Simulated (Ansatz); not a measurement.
# W: the cost of one run

Computed with Ansatz 0.2.0 (DFT r2SCAN, scalar-relativistic, plane waves, PAW, unless a step's input says otherwise).

1 further run of the same task is left out (set aside as unsound or not needed). Runs told in other sessions of the task aren't counted.

### Step 1. The starting structure

Symmetry: Pm-3n, No. 223, cubic system. The conventional cell has a = 5.053 Å, b = 5.053 Å, c = 5.053 Å, α = 90.00°, β = 90.00°, γ = 90.00°. W (site symmetry m-3) has 12 W at 2.82 Å in its first shell of neighbours. W (site symmetry -4m2) has 6 W at 2.53 to 2.82 Å in its first shell of neighbours.

Coordinates:

```
CELL_PARAMETERS angstrom
5.05303 0.00000 0.00000
0.00000 5.05303 0.00000
0.00000 0.00000 5.05303
ATOMIC_POSITIONS crystal
W 0.00000 0.00000 0.00000
W 0.50000 0.50000 0.50000
W 0.00000 0.50000 0.25000
W 0.00000 0.50000 0.75000
W 0.25000 0.00000 0.50000
W 0.75000 0.00000 0.50000
W 0.50000 0.75000 0.00000
W 0.50000 0.25000 0.00000
```

This cell was relaxed beforehand with the same method: volume 16.13 Å³/atom, gap on the mesh none (metal).

### Step 2. The reference cell

The reference gives a free energy of -83177.5318 eV, pressure 0.02 GPa, largest force 0.000 eV/Å and gap on the mesh none (metal). It was computed beforehand with the settings of the runs below.

### Step 3. Setting up freezing in a mode

Mode 16 of the phonon run on this cell, counted from the lowest, is frozen in: each atom moves by x times its row below, so x is the largest displacement.

```
atom      ux      uy     uz
  W1   0.707   0.707  0.000
  W2   0.707   0.707  0.000
  W3  -0.308  -0.308  0.000
  W4  -0.308  -0.308  0.000
  W5  -0.090  -0.308  0.000
  W6  -0.090  -0.308  0.000
  W7  -0.308  -0.090  0.000
  W8  -0.308  -0.090  0.000
```

### Step 4. Point x = -0.300 Å

Contents of input.yaml:

```yaml
crystal:
  lattice:
    - [5.0530320341, 0.0, 0.0]
    - [0.0, 5.0530320341, 0.0]
    - [0.0, 0.0, 5.0530320341]
  atoms:
    - { symbol: W, position: [-0.0419811378, -0.0419811378, 0.0] }
    - { symbol: W, position: [0.4580188622, 0.4580188622, 0.5] }
    - { symbol: W, position: [0.0183048737, 0.5183048737, 0.25] }
    - { symbol: W, position: [0.0183048737, 0.5183048737, 0.75] }
    - { symbol: W, position: [0.2553713904, 0.0183048737, 0.5] }
    - { symbol: W, position: [0.7553713904, 0.0183048737, 0.5] }
    - { symbol: W, position: [0.5183048737, 0.7553713904, 0.0] }
    - { symbol: W, position: [0.5183048737, 0.2553713904, 0.0] }
basis:
  ecutwfc: 500
kpoints:
  mp_grid: { grid: [8, 8, 8] }
hamiltonian:
  xc: r2scan
scf:
  occupations: { method: gaussian, width: 0.15 }
output:
  forces: true
  stress: true
  eigenvalues: true
```

Run with:

```bash
$ ansatz run input.yaml --threads 2 --pin off --max-ram 5120MiB --backend cpu --events-out ev --progress --plain --runs-dir out
```

What time and memory should one allow on 2 threads of Arm Neoverse V1, shared host?

About 97 s, with a peak of 1.1 GiB.
